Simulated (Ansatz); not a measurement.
**AlH₈NO₂Si₂: a ladder of functionals and wavefunction methods**

An exercise on one series of results from a longer session: the logs are not shown, and one member is left open.

Method: functionals in def2-TZVPP, the program's frozen cores in correlated methods; program: Ansatz 0.2.0, Gaussian basis.

Levels to be run: LDA (SPW92), PBE-D4, revPBE-D4, BLYP-D4, r2SCAN-D4, B97M-V, PBE0-D4, B3LYP-D4, r2SCANh-D4, r2SCAN0-D4, HSE06-D4, BHLYP-D4, CAM-B3LYP-D4, LC-ωPBE, ωB97X-V, ωB97M-V, B2PLYP, PBE-QIDH; CCSD(T)/def2-SVP; CCSD(T)/def2-TZVPP; MP2/def2-QZVPP; extrapolation to the limit; RPA on PBE.

**The geometry**

All runs share one geometry, relaxed beforehand with PBE0-D4 in a triple-zeta def2 set.

SMILES `[NH2][Al]([O][SiH3])[O][SiH3]`, 14 atoms, charge 0, spin multiplicity 1.

Atoms are counted from 1 here; the program's logs count them from 0.

Bond lengths: N1–Al2 1.752 Å, N1–H7 1.006 Å, N1–H8 1.006 Å, Al2–O3 1.679 Å, Al2–O5 1.679 Å, O3–Si4 1.622 Å, Si4–H9 1.487 Å, Si4–H10 1.489 Å, Si4–H11 1.488 Å, O5–Si6 1.622 Å, Si6–H12 1.488 Å, Si6–H13 1.487 Å, Si6–H14 1.489 Å. Angles: Al2–N1–H7 124.5°, Al2–N1–H8 124.6°, H7–N1–H8 110.9°, N1–Al2–O3 119.7°, N1–Al2–O5 119.7°, O3–Al2–O5 120.6°, Al2–O3–Si4 162.7°, O3–Si4–H9 109.9°, O3–Si4–H10 110.9°, O3–Si4–H11 109.9°, H9–Si4–H10 108.6°, H9–Si4–H11 108.7°, H10–Si4–H11 108.6°, Al2–O5–Si6 162.8°, O5–Si6–H12 110.0°, O5–Si6–H13 109.9°, O5–Si6–H14 110.9°, H12–Si6–H13 108.7° and more.

The first run:

in.yaml

```yaml
crystal:
  periodic: [false, false, false]
  atoms:
    - {symbol: N, position_ang: [-0.960350, -1.279464, -2.208282]}
    - {symbol: Al, position_ang: [-0.345654, -0.458687, -0.787960]}
    - {symbol: O, position_ang: [-0.131420, -1.315048, 0.639927]}
    - {symbol: Si, position_ang: [0.231292, -1.704960, 2.171993]}
    - {symbol: O, position_ang: [0.024666, 1.176739, -0.866435]}
    - {symbol: Si, position_ang: [0.500605, 2.677776, -0.477663]}
    - {symbol: H, position_ang: [-1.204281, -2.254584, -2.241923]}
    - {symbol: H, position_ang: [-1.117342, -0.839052, -3.098695]}
    - {symbol: H, position_ang: [-0.972574, -2.248893, 2.855497]}
    - {symbol: H, position_ang: [0.707832, -0.512655, 2.925299]}
    - {symbol: H, position_ang: [1.300860, -2.738534, 2.192877]}
    - {symbol: H, position_ang: [1.735199, 3.030007, -1.228988]}
    - {symbol: H, position_ang: [-0.566147, 3.653719, -0.826605]}
    - {symbol: H, position_ang: [0.784512, 2.784437, 0.979757]}
basis:
  gaussian: {orbitals: def2-TZVPP}
hamiltonian: {xc: lda}
output: {orbitals: {seedname: orbitals}}
```

The run is started by

```sh
$ ansatz run in.yaml --threads 4 --pin off --events-out ev --progress --plain --max-ram 11315MiB
```

Steps of the session up to this table: LDA; PBE-D4 (GGA); revPBE-D4 (GGA); BLYP-D4 (GGA); r2SCAN-D4 (meta-GGA); B97M-V (meta-GGA); B3LYP-D4 (hybrid); r2SCANh-D4 (hybrid); r2SCAN0-D4 (hybrid); HSE06-D4 (hybrid); BHLYP-D4 (hybrid); CAM-B3LYP-D4 (range-separated); LC-ωPBE (range-separated); ωB97X-V (range-separated); ωB97M-V (range-separated); B2PLYP (double hybrid); PBE-QIDH (double hybrid).

One of the session's tables, all rows but one given; the rest of the session is left out.

It belongs to the step «Orbital energies across the functionals». 

| functional | HOMO (eV) | gap (eV) |
| --- | --- | --- |
| LDA (SPW92) | -6.38 | 4.71 |
| PBE-D4 | -6.20 | 4.77 |
| revPBE-D4 | -6.13 | 4.85 |
| BLYP-D4 | -6.06 | 4.72 |
| r2SCAN-D4 | -6.49 | 5.51 |
| B97M-V | -6.58 | 5.22 |
| PBE0-D4 | -7.61 | 7.03 |
| B3LYP-D4 | -7.34 | 6.50 |
| r2SCANh-D4 | -7.01 | 6.30 |
| r2SCAN0-D4 | -7.81 | 7.49 |
| HSE06-D4 | ? | ? |
| BHLYP-D4 | -8.91 | 9.09 |
| CAM-B3LYP-D4 | -9.05 | 9.36 |
| LC-ωPBE | -10.51 | 12.08 |
| ωB97X-V | -10.11 | 11.43 |
| ωB97M-V | -10.02 | 10.99 |

Estimate the missing values for HSE06-D4.

**Answer.** HOMO (eV): -7.20; gap (eV): 6.25. In the column «HOMO (eV)» it lies between B3LYP-D4 (-7.34) and r2SCANh-D4 (-7.01).
